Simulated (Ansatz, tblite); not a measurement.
**GeHMe2(nBu) (C6H16Ge): one state, many levels**

Aim: run the singlet of GeHMe2(nBu) (C6H16Ge) at one geometry on many levels, and compare frontier levels, spin and run time.

The runs use Ansatz 0.2.0, Gaussian basis; as each input shows.

Plan: GFN1-xTB, GFN2-xTB, PBE-D4/def2-TZVP, r2SCAN-D4/def2-TZVP, r2SCAN0-D4/def2-TZVP, B3LYP-D4/def2-TZVP, CAM-B3LYP-D4/def2-TZVP, PBE-D4/def2-SVP, PBE0-D4/def2-SVP, HF/STO-3G, MP2/def2-TZVP, RPA/def2-TZVP.

2 further runs of the same task are left out: 2 set aside as unsound or not needed. Runs told in other sessions of the task aren't counted.

**1. The relaxed structure**

The geometry is that of the singlet, from an earlier relaxation (r2SCAN-D4/def2-SVP).

23 atoms, charge 0, spin multiplicity 1.

Bond lengths: C1–Ge7 1.957 Å, C1–H9 1.101 Å, C1–H10 1.101 Å, C1–H11 1.101 Å, C2–Ge7 1.958 Å, C2–H12 1.101 Å, C2–H13 1.101 Å, C2–H14 1.102 Å, C3–C4 1.531 Å, C3–Ge7 1.965 Å, C3–H15 1.107 Å, C3–H16 1.104 Å, C4–C5 1.533 Å, C4–H17 1.107 Å, C4–H18 1.105 Å, C5–C6 1.526 Å, C5–H19 1.105 Å, C5–H20 1.107 Å and more. Angles: Ge7–C1–H9 110.9°, Ge7–C1–H10 110.3°, Ge7–C1–H11 111.0°, H9–C1–H10 108.2°, H9–C1–H11 108.2°, H10–C1–H11 108.2°, Ge7–C2–H12 110.7°, Ge7–C2–H13 111.2°, Ge7–C2–H14 110.4°, H12–C2–H13 108.0°, H12–C2–H14 108.2°, H13–C2–H14 108.3°, C4–C3–Ge7 114.0°, C4–C3–H15 110.2°, C4–C3–H16 110.9°, Ge7–C3–H15 107.6°, Ge7–C3–H16 107.6°, H15–C3–H16 106.1° and more.

PBE0-D4/def2-TZVP was run before; its log isn't repeated, and its numbers join the tables.

**2. GFN1-xTB**

Tight binding, by tblite at 300 K electronic temperature and without a spin-polarisation term:

```python
tblite.interface.Calculator('GFN1-xTB', numbers, positions, charge=0, uhf=0).singlepoint()
```

Energy -625.1710 eV, HOMO -11.66 eV, LUMO -4.65 eV; 0.015 s.

**3. GFN2-xTB**

Tight binding, by tblite at 300 K electronic temperature and without a spin-polarisation term:

```python
tblite.interface.Calculator('GFN2-xTB', numbers, positions, charge=0, uhf=0).singlepoint()
```

Energy -623.4338 eV, HOMO -10.67 eV, LUMO -1.49 eV; 0.008 s.

**4. PBE-D4/def2-TZVP**

start.molden holds the orbitals of an earlier run on this state, given as this run's starting guess.

The input, in.yaml:

```yaml
crystal:
  periodic: [false, false, false]
  atoms:
    - {symbol: C, position_ang: [2.800313, 1.569680, -0.491943]}
    - {symbol: C, position_ang: [-0.092744, 2.888155, -0.113630]}
    - {symbol: C, position_ang: [0.214458, -0.308692, -0.207388]}
    - {symbol: C, position_ang: [-1.162347, -0.561595, 0.411534]}
    - {symbol: C, position_ang: [-1.863503, -1.829383, -0.089513]}
    - {symbol: C, position_ang: [-1.131182, -3.125483, 0.244124]}
    - {symbol: Ge, position_ang: [1.052364, 1.373674, 0.366551]}
    - {symbol: H, position_ang: [1.234974, 1.343380, 1.902928]}
    - {symbol: H, position_ang: [3.290154, 2.503983, -0.177242]}
    - {symbol: H, position_ang: [2.687944, 1.592959, -1.587413]}
    - {symbol: H, position_ang: [3.463061, 0.729985, -0.231803]}
    - {symbol: H, position_ang: [0.384240, 3.840224, 0.166001]}
    - {symbol: H, position_ang: [-1.065250, 2.831066, 0.399031]}
    - {symbol: H, position_ang: [-0.275509, 2.901224, -1.200146]}
    - {symbol: H, position_ang: [0.138696, -0.286237, -1.311117]}
    - {symbol: H, position_ang: [0.912814, -1.128661, 0.035820]}
    - {symbol: H, position_ang: [-1.067242, -0.614872, 1.513294]}
    - {symbol: H, position_ang: [-1.820336, 0.303777, 0.211035]}
    - {symbol: H, position_ang: [-2.880298, -1.864530, 0.342185]}
    - {symbol: H, position_ang: [-2.002763, -1.754043, -1.184806]}
    - {symbol: H, position_ang: [-1.705349, -4.006088, -0.084419]}
    - {symbol: H, position_ang: [-0.144730, -3.177526, -0.244682]}
    - {symbol: H, position_ang: [-0.967732, -3.220988, 1.331599]}
basis:
  gaussian: {orbitals: def2-TZVP, initial_orbitals: start.molden}
hamiltonian: {xc: pbe, dispersion: d4}
scf: {omitted_lower_state_checks: [starts]}
output: {forces: true, orbitals: {seedname: orbitals}}
```

Command:

```console
ansatz run in.yaml --threads 4 --pin off --events-out ev --progress --plain --max-ram 4787MiB
```

The runs that follow: r2SCAN-D4/def2-TZVP; r2SCAN0-D4/def2-TZVP; B3LYP-D4/def2-TZVP; CAM-B3LYP-D4/def2-TZVP; PBE-D4/def2-SVP; PBE0-D4/def2-SVP; HF/STO-3G; MP2/def2-TZVP; RPA/def2-TZVP.

Q: Predict the results of all the runs planned. Wanted: gap in def2-TZVP, named functionals, smallest and largest; correlation energy, MP2/def2-TZVP; binding an atom, functionals in def2-TZVP; PBE0 total energy, smallest basis above largest.

The runs gave:

| quantity | value |
| --- | --- |
| gap in def2-TZVP, named functionals, smallest and largest | 6.76 eV (PBE-D4), 10.84 eV (CAM-B3LYP-D4) |
| correlation energy, MP2/def2-TZVP | -35.10 eV |
| binding an atom, functionals in def2-TZVP | 3.90 (r2SCAN0-D4) to 3.97 eV (PBE-D4) |
| PBE0 total energy, smallest basis above largest | 13.97 eV (def2-SVP, def2-TZVP) |

In words: Over the named functionals in def2-TZVP the gap runs from 6.76 eV (PBE-D4) to 10.84 eV (CAM-B3LYP-D4); exact exchange widens it.
